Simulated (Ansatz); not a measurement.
# BiTe3: the cost of one run

Computed with Ansatz 0.2.0 (DFT PBE, scalar-relativistic, plane waves, PAW, unless a step's input says otherwise).

### 1 The structure to begin with

It takes space group P4mm (No. 99, tetragonal). The conventional cell has a = 4.741 Å, b = 4.741 Å, c = 7.256 Å, α = 90.00°, β = 90.00°, γ = 90.00°. Bi (site symmetry 4mm) has 2 Te at 1.86 to 2.01 Å as nearest neighbours. Around Te (site symmetry 4mm) lie 1 Bi at 1.86 Å. Te (site symmetry 4mm) is surrounded by 4 Te at 3.38 Å and 4 Bi at 3.63 Å. Around Te (site symmetry 4mm) lie 1 Bi at 2.01 Å.

Coordinates:

```cif
data_structure
_symmetry_space_group_name_H-M 'P4mm'
_symmetry_Int_Tables_number 99
_cell_length_a 4.7411
_cell_length_b 4.7411
_cell_length_c 7.2564
_cell_angle_alpha 90.000
_cell_angle_beta 90.000
_cell_angle_gamma 90.000
_cell_volume 163.11
loop_
_atom_site_label
_atom_site_type_symbol
_atom_site_symmetry_multiplicity
_atom_site_Wyckoff_symbol
_atom_site_fract_x
_atom_site_fract_y
_atom_site_fract_z
_atom_site_occupancy
Bi1 Bi 1 a 0.00000 0.00000 0.38118 1
Te1 Te 1 a 0.00000 0.00000 0.12428 1
Te2 Te 1 b 0.50000 0.50000 0.18833 1
Te3 Te 1 a 0.00000 0.00000 0.65869 1
```

The cell is invented: random cell by space group and Wyckoff sites (P4mm, No. 99). Its size is a rough estimate.

### 2 The guess as it stands, on a coarse mesh

input.yaml reads:

```yaml
crystal:
  lattice:
    - [4.74112552, 0.0, 0.0]
    - [0.0, 4.74112552, 0.0]
    - [0.0, 0.0, 7.25637507]
  atoms:
    - { symbol: Bi, position: [0.0, 0.0, 0.38117994] }
    - { symbol: Te, position: [0.0, 0.0, 0.12428193] }
    - { symbol: Te, position: [0.5, 0.5, 0.18833084] }
    - { symbol: Te, position: [0.0, 0.0, 0.65868719] }
basis:
  ecutwfc: 420
kpoints:
  mp_grid: { grid: [4, 4, 4] }
hamiltonian:
  xc: pbe
scf:
  occupations: { method: gaussian, width: 0.1 }
  lower_state_search: "off"
output:
  forces: true
  stress: true
  eigenvalues: true
```

Run with:

```sh
> ansatz run input.yaml --threads 1 --pin off --max-ram 2560MiB --backend cpu --events-out ev --progress --plain --runs-dir out
```

**Question.** How long does this run take on 1 thread of Intel Xeon Platinum 8488C (Sapphire Rapids), shared host, and how much memory does it need?

About 6.4 s, with a peak of 0.45 GiB.
